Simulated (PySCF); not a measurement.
**TiCl₃: doublet, from a PBE0 minimum start**

Aim: relax TiCl₃ as a doublet from a PBE0 minimum start, check by its vibrations whether the end is a minimum, and collect its spectrum and constants.

Method: PBE0, basis Ti def2-SVP, Cl def2-SVP, no relativity, density fitting; program: PySCF 2.14.0.

## Step 1: Starting geometry

4 atoms, charge 0, spin multiplicity 2.

Bond lengths: Ti1–Cl2 2.185 Å, Ti1–Cl3 2.185 Å, Ti1–Cl4 2.185 Å. Angles: Cl2–Ti1–Cl3 120.0°, Cl2–Ti1–Cl4 120.0°, Cl3–Ti1–Cl4 120.0°.

```xyz
4
charge 0 multiplicity 2
Ti    0.0000    0.0000    0.0000
Cl    2.1847    0.0000    0.0000
Cl   -1.0923    1.8920    0.0000
Cl   -1.0923   -1.8920    0.0000
```

## Step 2: The SCF at the typed geometry

One driver script runs all steps and calls PySCF; scf.py shows how it sets up the SCF of each step. The optimiser is the driver's own. After this first run the driver tries any further starts and a stability analysis.

The input, scf.py:

```python
from pyscf import gto, scf, dft
mol = gto.M(atom='''
Ti     0.000000    -0.000000     0.000000
Cl     2.184655     0.000024    -0.000001
Cl    -1.092348     1.891955     0.000000
Cl    -1.092307    -1.891979     0.000001''',
    basis={'Ti': 'def2-SVP', 'Cl': 'def2-SVP'},
    charge=0, spin=1)
mf = dft.UKS(mol, xc='PBE0')
mf.grids.atom_grid = (50, 194)
aux = {'Ti': 'def2-universal-JKFIT', 'Cl': 'def2-universal-JKFIT'}
mf = mf.density_fit(auxbasis=aux)
mf.conv_tol = 1e-08
mf.diis_space = 10
mf.max_cycle = 60
mf.init_guess = 'minao'
mf.verbose = 4
mf.kernel()
```

The run is started by

```sh
$ OMP_NUM_THREADS=2 python axn.py task.json out
```

What it wrote:

```text
init E= -2229.05390071439
[... the frontier-level lines of each cycle are left out ...]
cycle= 1 E= -2228.93500948449  delta_E= 0.119  |g|= 0.415  |ddm|= 1.79
cycle= 2 E= -2223.90263812687  delta_E= 5.03  |g|= 3.68  |ddm|= 2.22
cycle= 3 E= -2228.92832542637  delta_E= -5.03  |g|= 0.507  |ddm|= 1.54
cycle= 4 E= -2229.06501326119  delta_E= -0.137  |g|= 0.0521  |ddm|= 0.375
cycle= 5 E= -2229.0669692582  delta_E= -0.00196  |g|= 0.0069  |ddm|= 0.0639
cycle= 6 E= -2229.0670133788  delta_E= -4.41e-05  |g|= 0.00541  |ddm|= 0.019
cycle= 7 E= -2229.06703396068  delta_E= -2.06e-05  |g|= 0.00104  |ddm|= 0.00738
cycle= 8 E= -2229.06703501014  delta_E= -1.05e-06  |g|= 0.000282  |ddm|= 0.00198
cycle= 9 E= -2229.06703510272  delta_E= -9.26e-08  |g|= 7.73e-05  |ddm|= 0.000583
cycle= 10 E= -2229.06703511077  delta_E= -8.04e-09  |g|= 4.25e-05  |ddm|= 0.000219
Extra cycle  E= -2229.06703511052  delta_E= 2.5e-10  |g|= 5.39e-05  |ddm|= 0.000131
converged SCF energy = -2229.06703511052  <S^2> = 0.75621036  2S+1 = 2.0062008
```

This step, with its further starts and checks, ran for 6.7 s (2 threads of AMD EPYC 9R45 (Zen 5), shared host).

The starts that the driver tried:

| start | energy (Eh) |
| --- | --- |
| the minimal-basis guess | -2229.067035 |
| a thermally smeared density | -2229.067035 |
| a smeared PBE density | -2229.067035 |

No lower solution of this spin turned up from the other starts or in the test of internal stability.

## Step 3: PBE0 minimum start, doublet: relaxation

The program finds D3h symmetry in the start, which this walk keeps.

Changes to scf.py since step 2:

```diff
@@ -3 +3 @@
-Ti     0.000000    -0.000000     0.000000
+Ti    -0.000000    -0.000000     0.000000
@@ -16 +15,0 @@
-mf.init_guess = 'minao'
```

Steps of the walk:

| step | energy (Eh) | change (kJ/mol) | largest symmetric gradient (Eh/bohr) |
| --- | --- | --- | --- |
| 0 | -2229.067035 | 0.00 | 0.00003 |

The walk took 1.1 s.

Positions (Å) and forces (eV/Å) along the way:

```
step 0
Ti   0.000   0.000   0.000  -0.015   0.000   0.000
Cl   2.185   0.000   0.000   0.004   0.000   0.000
Cl  -1.092   1.892   0.000   0.006  -0.002   0.000
Cl  -1.092  -1.892   0.000   0.006   0.002   0.000
```

End point (D3h, 0 steps, 0.0 kJ/mol gained): Ti–Cl 2.185 Å (×3); Cl–Ti–Cl 120.0° (×3).

## Step 4: Frequencies

On the finer grid the gradient is checked again; gradients at displacements of ±0.02 bohr then give force constants and infrared intensities.

Changes to scf.py since step 3:

```diff
@@ -10 +10 @@
-mf.grids.atom_grid = (50, 194)
+mf.grids.atom_grid = (75, 302)
@@ -13 +13 @@
-mf.conv_tol = 1e-08
+mf.conv_tol = 1e-10
```

This SCF starts from the last density.

SCF at the final geometry:

```text
init E= -2229.06710276719
[... the frontier-level lines of each cycle are left out ...]
cycle= 1 E= -2229.06710276718  delta_E= 7.28e-12  |g|= 1.64e-06  |ddm|= 2.19e-06
Extra cycle  E= -2229.06710276717  delta_E= 5.46e-12  |g|= 4.42e-06  |ddm|= 5.76e-06
converged SCF energy = -2229.06710276717  <S^2> = 0.75621646  2S+1 = 2.0062068
```

The whole step took 16 s.

Geometry: D3h; Ti–Cl 2.185 Å (×3); Cl–Ti–Cl 120.0° (×3).

Harmonic modes (main isotopes):

| symmetry | ω (cm⁻¹) | IR (km/mol) | μ (u) |
| --- | --- | --- | --- |
| a2'' | 79 | 23.1 | 42.95 |
| e' | 100 | 2.7 | 36.28 |
| a1' | 367 | 0.0 | 34.97 |
| e' | 506 | 309 | 41.12 |

No imaginary mode, so this is a minimum.

Properties at this point:

```yaml
Dipole_moment: 0.00 D
Highest_occupied_level: -7.69 eV
Lowest_empty_level: -3.21 eV
Rotational_constants: 0.06734, 0.06734, 0.03367 cm⁻¹
Zero-point_energy: 9.9 kJ/mol
Principal_polarisabilities: 33.6, 66.9, 66.9 bohr³
Atomisation_energy_without_zero-point_energy: 1362 kJ/mol
Principal_traceless_quadrupole_moments_about_the_centre_of_mass: -3.44, -3.44, 6.88 D Å
Entropy_at_298.15_K_and_1_bar_electronic_part_spin_only: 337.9 J/(mol K)
Heat_capacity_Cp_at_298.15_K: 74.6 J/(mol K)
Enthalpy_at_298.15_K_above_0_K: 17.86 kJ/mol
Rotational_symmetry_number: 6
Spin_squared_⟨S²⟩: 0.756
```

Charges (e) and bond orders:

```
   atom  Mulliken  Löwdin  polar tensor  spin (Mulliken)  Mayer order to Ti1
    Ti1      0.70   -0.06          1.72             1.13                   –
Cl2,3,4     -0.23    0.02         -0.57            -0.04                1.28
```

Mulliken populations on Ti1: s 6.38, p 12.55, d 2.34, f 0.03.

## Step 5: What came out

```
                                          quantity                                     value
                                           minimum                              doublet, D3h
                                          geometry  Ti–Cl 2.185 Å (×3); Cl–Ti–Cl 120.0° (×3)
                                wavenumbers (cm⁻¹)  79 (a2''), 100 (e'), 367 (a1'), 506 (e')
                                     dipole moment                                    0.00 D
highest occupied, lowest empty level (either spin)                           -7.69, -3.21 eV
                        polar-tensor charge of Ti1                                   +1.72 e
                                 zero-point energy                                9.9 kJ/mol
                               entropy at 298.15 K                           337.9 J/(mol K)
         atomisation energy (no zero-point energy)                               1362 kJ/mol
                                              ⟨S²⟩                                     0.756
```

What this shows: The PBE0 minimum start keeps its D3h symmetry and ends in a minimum. The strongest infrared band lies at 506 cm⁻¹ (e', stretch). The dipole vanishes although Ti1 carries +1.7 e by the polar tensor: the bond dipoles cancel. Most of the spin sits on Ti1 (Mulliken spin 1.13, against 1 for the whole molecule). Only this shape and spin were tried, so other structures or states may lie lower. Open d and f shells are described by one determinant, and the ground state may have another occupation or spin.

The search up to here took 23 s.
